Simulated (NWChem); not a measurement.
# One shape, several levels: C2H6O2Se (SMILES C[Se]C(O)O)

Aim: a comparison of 4 runs (HF/STO-3G, HF/3-21G, B3LYP/6-31G*) of C2H6O2Se. 

Program for the calculation: NWChem 7.3.0.

**1. The system as given**

C2H6O2Se: 11 atoms, total charge 0, spin state singlet. SMILES: `C[Se]C(O)O`. Geometry: relaxed at PBE0-D4/def2-TZVP. This is one conformer, not always the lowest.

Bond lengths: C1–Se2 1.941 Å, Se2–C3 1.970 Å, C3–O4 1.391 Å, C3–O5 1.384 Å, C1–H6 1.090 Å, C1–H7 1.089 Å, C1–H8 1.086 Å, C3–H9 1.093 Å, O4–H10 0.964 Å, O5–H11 0.965 Å. Some angles: C1–Se2–C3 98.8°, Se2–C3–O4 107.8°, Se2–C3–O5 108.8°, O4–C3–O5 113.2°, Se2–C1–H6 106.3°, Se2–C1–H7 110.5°, Se2–C1–H8 109.7°, Se2–C3–H9 109.3°, O4–C3–H9 111.8°, O5–C3–H9 105.9°.

**2. Energy and gradient at HF/STO-3G (run 1)**

c2h6o2se.xyz reads:

```xyz
11
C2H6O2Se hf
C     -1.370300     0.393000     1.259100
Se     0.513700     0.809600     1.048300
C      0.778400     0.096400    -0.768500
O      0.102200    -1.116100    -0.850800
O      2.136200    -0.020000    -1.009400
H     -1.637400     0.689100     2.273100
H     -1.967900     0.961100     0.548100
H     -1.526600    -0.674100     1.127400
H      0.405900     0.819500    -1.498900
H      0.130000    -1.405900    -1.770000
H      2.501300    -0.609600    -0.338000
```

c2h6o2se.nw reads:

```
echo
start c2h6o2se
title "C2H6O2Se hf"
memory total 2200 mb
charge 0

geometry noautosym nocenter noautoz
   load c2h6o2se.xyz
end

basis spherical bse
   * library STO-3G
end

scf
   thresh 1e-08
   maxiter 80
end

task scf gradient
```

On the command line:

```sh
$ nwchem c2h6o2se.nw > c2h6o2se.out
```

Output:

```text
[...]
  functions       =    44
[...]
  wavefunction    = RHF
[...]
         Total SCF energy =  -2599.523277892542
      One-electron energy =  -4381.190595512929
      Two-electron energy =   1408.023590013287
 Nuclear repulsion energy =    373.643727607100
        Time for solution =      5.8s
[...]
                         RHF ENERGY GRADIENTS
    atom               coordinates                        gradient
                 x          y          z           x          y          z
   1 C      -2.589492   0.742662   2.379354   -0.011134  -0.005150  -0.001096
   2 Se      0.970752   1.529922   1.981000    0.007756  -0.002328  -0.005556
   3 C       1.470963   0.182170  -1.452254    0.014889  -0.026173  -0.019402
   4 O       0.193130  -2.109123  -1.607779    0.022314   0.026196  -0.032772
   5 O       4.036833  -0.037795  -1.907489   -0.033660  -0.015639   0.039288
   6 H      -3.094237   1.302210   4.295536    0.002624   0.003282   0.005199
   7 H      -3.718792   1.816216   1.035759    0.000855   0.004258  -0.002803
   8 H      -2.884856  -1.273864   2.130477    0.004087  -0.002780  -0.000261
   9 H       0.767040   1.548630  -2.832510    0.002925  -0.005492   0.007406
  10 H       0.245664  -2.656766  -3.344815   -0.004460   0.004719   0.031725
  11 H       4.726772  -1.151977  -0.638727   -0.006197   0.019107  -0.021728
[...]
```

Wall time 8.1 s (1 thread of Intel Xeon Platinum 8375C at 2.90GHz (Ice Lake), shared host); peak memory 0.098 GiB.

**3. Energy and gradient at HF/3-21G (run 2)**

c2h6o2se.xyz: that of step 2 with these lines changed.

```diff
@@ -1,3 +1,3 @@
 11
-C2H6O2Se hf
+
 C     -1.370300     0.393000     1.259100
```

run.py reads:

```python
from ase.io import read
from ase.calculators.nwchem import NWChem

molecule = read('c2h6o2se.xyz')

calc = NWChem(
    label='c2h6o2se',
    theory='scf',
    memory='2200 mb',
    basis='3-21G',
    basispar='spherical bse',
    scf={'nopen': '0', 'rhf': None, 'thresh': '1e-08', 'maxiter': '80', 'print': 'low'},
)
molecule.calc = calc

forces = molecule.get_forces()
print("Total energy (eV):", round(molecule.get_potential_energy(), 6))
print("forces (eV/A):")
for s, f in zip(molecule.symbols, forces):
    print(f"{s:2s} {f[0]:10.5f} {f[1]:10.5f} {f[2]:10.5f}")
```

On the command line:

```sh
$ export ASE_NWCHEM_COMMAND="nwchem PREFIX.nwi > PREFIX.nwo"
$ python run.py
```

Output:

```text
Total energy (eV): -71188.883559
forces (eV/A):
C    -0.81555   -0.20656    0.14208
Se    0.60966    0.26148    0.21088
C    -0.89665    1.63311   -0.37019
O    -0.28231   -0.50502   -0.04283
O     0.73873   -0.22739    0.02607
H     0.00350   -0.11081   -0.32627
H     0.12928   -0.23104    0.25341
H     0.02874    0.38798   -0.01527
H     0.18527   -0.40392    0.38669
H    -0.17160   -0.44902   -0.22893
H     0.47092   -0.14887   -0.03558
```

The calculator wrote c2h6o2se.nwi:

```
title "c2h6o2se"

permanent_dir c2h6o2se

scratch_dir c2h6o2se

start c2h6o2se

geometry units angstrom nocenter noautosym noautoz
  C  -1.3703000000000001e+00 3.9300000000000002e-01 1.2591000000000001e+00
  Se 5.1370000000000005e-01 8.0959999999999999e-01 1.0483000000000000e+00
  C  7.7839999999999998e-01 9.6400000000000000e-02 -7.6849999999999996e-01
  O  1.0220000000000000e-01 -1.1161000000000001e+00 -8.5080000000000000e-01
  O  2.1362000000000001e+00 -2.0000000000000000e-02 -1.0094000000000001e+00
  H  -1.6374000000000000e+00 6.8910000000000005e-01 2.2730999999999999e+00
  H  -1.9679000000000000e+00 9.6109999999999995e-01 5.4810000000000003e-01
  H  -1.5266000000000000e+00 -6.7410000000000003e-01 1.1274000000000000e+00
  H  4.0589999999999998e-01 8.1950000000000001e-01 -1.4988999999999999e+00
  H  1.3000000000000000e-01 -1.4058999999999999e+00 -1.7700000000000000e+00
  H  2.5013000000000001e+00 -6.0960000000000003e-01 -3.3800000000000002e-01
end

memory 2200 mb

basis spherical bse noprint
   * library 3-21G
end

scf
  nopen 0
  rhf
  thresh 1e-08
  maxiter 80
  print low
end

task scf gradient
```

c2h6o2se.nwo:

```text
Northwest Computational Chemistry Package (NWChem) 7.3.0
             --------------------------------------------------------

           Job information
           ---------------

    nwchem branch   = 7.3.0
    use scalapack   = T
    input           = c2h6o2se.nwi
    prefix          = c2h6o2se.
    data base       = c2h6o2se/c2h6o2se.db
    status          = startup
    nproc           =        1

           Memory information
           ------------------

    heap     =     72089598 doubles =      550.0 Mbytes
    stack    =     72089595 doubles =      550.0 Mbytes
    global   =    144179200 doubles =     1100.0 Mbytes (distinct from heap & stack)
    total    =    288358393 doubles =     2200.0 Mbytes
    verify   = yes
    hardfail = no

           Directory information
           ---------------------

  0 permanent = c2h6o2se
  0 scratch   = c2h6o2se

                                NWChem Input Module
                                -------------------

                                     c2h6o2se
                                     --------

[... 26 lines left out ...]
            Nuclear Dipole moment (a.u.)
[... 56 lines left out ...]
                                     c2h6o2se

  ao basis        = "ao basis"
  functions       =    70
  atoms           =    11
  closed shells   =    34
  open shells     =     0
  charge          =   0.00
  wavefunction    = RHF
  input vectors   = atomic
  output vectors  = c2h6o2se/c2h6o2se.movecs
  use symmetry    = F
  symmetry adapt  = F

 Forming initial guess at       0.0s

 Starting SCF solution at       0.2s

       Final RHF  results
       ------------------

         Total SCF energy =  -2616.143238546587
      One-electron energy =  -4387.696800406819
      Two-electron energy =   1397.909834253132
 Nuclear repulsion energy =    373.643727607099

        Time for solution =      6.3s

                              NWChem Gradients Module
                              -----------------------

                         RHF ENERGY GRADIENTS

    atom               coordinates                        gradient
                 x          y          z           x          y          z
   1 C      -2.589492   0.742662   2.379354    0.015860   0.004017  -0.002763
   2 Se      0.970752   1.529922   1.981000   -0.011856  -0.005085  -0.004101
   3 C       1.470963   0.182170  -1.452254    0.017437  -0.031759   0.007199
[... 7 lines of this table left out ...]
  11 H       4.726772  -1.151977  -0.638727   -0.009158   0.002895   0.000692

 Task  times  cpu:        7.8s     wall:        7.8s
 Total times  cpu:        7.8s     wall:        7.8s
```

Wall time 9 s (1 thread of Intel Xeon Platinum 8375C at 2.90GHz (Ice Lake), shared host); peak memory 0.1 GiB.

Run 3 isn't shown in full; the table further down has it.

**4. Energy and forces at B3LYP/6-31G(d) (spherical functions) (run 4)**

run.xyz reads:

```xyz
11
C2H6O2Se gradient
C     -1.370300     0.393000     1.259100
Se     0.513700     0.809600     1.048300
C      0.778400     0.096400    -0.768500
O      0.102200    -1.116100    -0.850800
O      2.136200    -0.020000    -1.009400
H     -1.637400     0.689100     2.273100
H     -1.967900     0.961100     0.548100
H     -1.526600    -0.674100     1.127400
H      0.405900     0.819500    -1.498900
H      0.130000    -1.405900    -1.770000
H      2.501300    -0.609600    -0.338000
```

run.py reads:

```python
from ase.io import read
from ase.calculators.nwchem import NWChem

system = read('run.xyz')

calc = NWChem(
    label='run',
    theory='dft',
    memory='2200 mb',
    basis='6-31G*',
    basispar='spherical bse',
    dft={'xc': 'b3lyp', 'mult': '1', 'grid': 'fine', 'convergence': 'energy 1e-08', 'iterations': '100', 'mulliken': None},
)
system.calc = calc

forces = system.get_forces()
print("Total energy (eV):", round(system.get_potential_energy(), 6))
print("forces (eV/A):")
for s, f in zip(system.symbols, forces):
    print(f"{s:2s} {f[0]:10.5f} {f[1]:10.5f} {f[2]:10.5f}")
print("dipole (e A):", system.get_dipole_moment().round(4))
```

On the command line:

```sh
$ export ASE_NWCHEM_COMMAND="nwchem PREFIX.nwi > PREFIX.nwo"
$ python run.py
```

Output:

```text
Total energy (eV): -71607.567863
forces (eV/A):
C    -0.35193   -0.07744    0.07734
Se    0.44861    0.28102    0.33424
C    -0.10644    0.16388   -0.23017
O    -0.26369   -0.24276    0.43189
O     0.28781    0.28133   -0.40299
H    -0.06520    0.01903    0.09395
H    -0.09518    0.03466   -0.05744
H    -0.04895   -0.08747   -0.02047
H     0.01522    0.04098   -0.06351
H     0.03641   -0.12768   -0.43200
H     0.14331   -0.28560    0.26909
dipole (e A): [-0.2495 -0.2323 -0.2324]
```

The calculator wrote run.nwi:

```
title "run"

permanent_dir run

scratch_dir run

start run

geometry units angstrom nocenter noautosym noautoz
  C  -1.3703000000000001e+00 3.9300000000000002e-01 1.2591000000000001e+00
  Se 5.1370000000000005e-01 8.0959999999999999e-01 1.0483000000000000e+00
  C  7.7839999999999998e-01 9.6400000000000000e-02 -7.6849999999999996e-01
  O  1.0220000000000000e-01 -1.1161000000000001e+00 -8.5080000000000000e-01
  O  2.1362000000000001e+00 -2.0000000000000000e-02 -1.0094000000000001e+00
  H  -1.6374000000000000e+00 6.8910000000000005e-01 2.2730999999999999e+00
  H  -1.9679000000000000e+00 9.6109999999999995e-01 5.4810000000000003e-01
  H  -1.5266000000000000e+00 -6.7410000000000003e-01 1.1274000000000000e+00
  H  4.0589999999999998e-01 8.1950000000000001e-01 -1.4988999999999999e+00
  H  1.3000000000000000e-01 -1.4058999999999999e+00 -1.7700000000000000e+00
  H  2.5013000000000001e+00 -6.0960000000000003e-01 -3.3800000000000002e-01
end

memory 2200 mb

basis spherical bse noprint
   * library 6-31G*
end

dft
  xc b3lyp
  mult 1
  grid fine
  convergence energy 1e-08
  iterations 100
  mulliken
end

task dft gradient
```

run.nwo (excerpt; [...] marks lines left out):

```text
[...]
         Total DFT energy =    -2631.529603060911
[...]
  wavefunction    = closed shell
                         DFT ENERGY GRADIENTS
    atom               coordinates                        gradient
                 x          y          z           x          y          z
   1 C      -2.589492   0.742662   2.379354    0.006844   0.001506  -0.001504
   2 Se      0.970752   1.529922   1.981000   -0.008724  -0.005465  -0.006500
   3 C       1.470963   0.182170  -1.452254    0.002070  -0.003187   0.004476
[... 7 lines of this table left out ...]
  11 H       4.726772  -1.151977  -0.638727   -0.002787   0.005554  -0.005233
[...]
```

It took 41 s on 1 thread of Intel Xeon Platinum 8375C at 2.90GHz (Ice Lake), shared host; peak memory 0.13 GiB.

**5. Overview of the runs**

```tsv
run	level	Cartesian functions	iteration cap	energy (Eh)	largest force (eV/Å)	wall time
1	HF/STO-3G	no	80	-2599.523278	2.779	8.1 s
2	HF/3-21G	no	80	-2616.143239	1.899	9 s
3	B3LYP/6-31G* (Cartesian functions)	yes	100	-2631.541351	0.632	42 s
4	B3LYP/6-31G* (spherical functions)	no	100	-2631.529603	0.626	41 s
```

**6. Summary of results**

| quantity | value |
| --- | --- |
| run 4: total energy | -2631.52960 Eh |
| run 4: dipole moment | 1.98 D |
| run 4: HOMO energy | -5.85 eV |
| run 4: LUMO energy | 0.34 eV |
| run 4: HOMO–LUMO gap | 6.19 eV |
| run 4: largest force on an atom | 0.626 eV/Å |

In run 1 the basis is minimal, so the values are rough. All runs together took 100 s, the longest 42 s.
